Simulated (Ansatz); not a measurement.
# C₂H₄FI: one species, many methods

One table from this session's results is given with a row withheld; the runs are named, their logs left out.

Program: Ansatz 0.2.0, Gaussian basis. Level of theory: functionals in def2-TZVPP, the program's frozen cores in correlated methods. These are calculated values, not measurements.

Plan: LDA (SPW92), PBE-D4, revPBE-D4, BLYP-D4, r2SCAN-D4, B97M-V, PBE0-D4, B3LYP-D4, r2SCANh-D4, r2SCAN0-D4, HSE06-D4, BHLYP-D4, CAM-B3LYP-D4, LC-ωPBE, ωB97X-V, ωB97M-V, B2PLYP, PBE-QIDH; CCSD(T)/def2-SVP; CCSD(T)/def2-TZVPP; MP2/def2-QZVPP; extrapolation to the limit; RPA on PBE.

## The geometry

An earlier PBE0-D4 in a triple-zeta def2 set relaxation fixed the geometry. I takes the def2 core potential; no spin-orbit term is included.

SMILES `CC(F)I`, 8 atoms, charge 0, spin multiplicity 1.

Atoms are counted from 1 here; the program's logs count them from 0.

Bond lengths: C1–C2 1.498 Å, C1–H5 1.090 Å, C1–H6 1.090 Å, C1–H7 1.094 Å, C2–F3 1.361 Å, C2–I4 2.166 Å, C2–H8 1.090 Å. Angles: C2–C1–H5 110.8°, C2–C1–H6 110.4°, C2–C1–H7 108.8°, H5–C1–H6 109.0°, H5–C1–H7 109.0°, H6–C1–H7 109.0°, C1–C2–F3 110.5°, C1–C2–I4 111.4°, C1–C2–H8 113.7°, F3–C2–I4 108.6°, F3–C2–H8 108.3°, I4–C2–H8 104.0°.

Geometry (Å):

```
atom    x (Å)    y (Å)    z (Å)
  C1   0.2890   0.7741   0.0303
  C2  -0.0532  -0.6829   0.0832
  F3   0.8320  -1.4079  -0.6538
  I4  -2.0479  -1.0539  -0.6739
  H5   0.2490   1.1437  -0.9946
  H6  -0.4057   1.3498   0.6416
  H7   1.3027   0.9120   0.4183
  H8  -0.0740  -1.0920   1.0930
```

The first run:

Contents of in.yaml:

```yaml
crystal:
  periodic: [false, false, false]
  atoms:
    - {symbol: C, position_ang: [0.289031, 0.774140, 0.030254]}
    - {symbol: C, position_ang: [-0.053150, -0.682948, 0.083216]}
    - {symbol: F, position_ang: [0.832012, -1.407933, -0.653818]}
    - {symbol: I, position_ang: [-2.047857, -1.053948, -0.673890]}
    - {symbol: H, position_ang: [0.249004, 1.143650, -0.994620]}
    - {symbol: H, position_ang: [-0.405706, 1.349830, 0.641578]}
    - {symbol: H, position_ang: [1.302721, 0.912032, 0.418350]}
    - {symbol: H, position_ang: [-0.073954, -1.092023, 1.093031]}
basis:
  gaussian: {orbitals: def2-TZVPP}
hamiltonian: {xc: lda}
output: {orbitals: {seedname: orbitals}}
```

Among the steps run: LDA; PBE-D4 (GGA); revPBE-D4 (GGA); BLYP-D4 (GGA); r2SCAN-D4 (meta-GGA); B97M-V (meta-GGA); PBE0-D4 (hybrid); B3LYP-D4 (hybrid); r2SCANh-D4 (hybrid); r2SCAN0-D4 (hybrid); HSE06-D4 (hybrid); BHLYP-D4 (hybrid); CAM-B3LYP-D4 (range-separated); LC-ωPBE-D4 (range-separated; the results give it without D4); ωB97X-V (range-separated); ωB97M-V (range-separated); B2PLYP (double hybrid); PBE-QIDH (double hybrid).

One table of the session follows, with a row left open; its other results are not shown here.

It belongs to the step «Frontier levels by functional». 

| functional | HOMO (eV) | gap (eV) |
| --- | --- | --- |
| LDA (SPW92) | -6.46 | 4.32 |
| PBE-D4 | -6.29 | 4.37 |
| revPBE-D4 | ? | ? |
| BLYP-D4 | -6.13 | 4.29 |
| r2SCAN-D4 | -6.58 | 4.85 |
| B97M-V | -6.61 | 4.92 |
| PBE0-D4 | -7.47 | 6.45 |
| B3LYP-D4 | -7.23 | 5.95 |
| r2SCANh-D4 | -7.01 | 5.61 |
| r2SCAN0-D4 | -7.65 | 6.75 |
| HSE06-D4 | -7.07 | 5.67 |
| BHLYP-D4 | -8.48 | 8.41 |
| CAM-B3LYP-D4 | -8.77 | 8.78 |
| LC-ωPBE | -10.13 | 11.33 |
| ωB97X-V | -9.78 | 10.87 |
| ωB97M-V | -9.65 | 10.60 |

Estimate the missing values for revPBE-D4.

The run gave: HOMO (eV): -6.24; gap (eV): 4.40. In the column «HOMO (eV)» it lies between PBE-D4 (-6.29) and BLYP-D4 (-6.13).
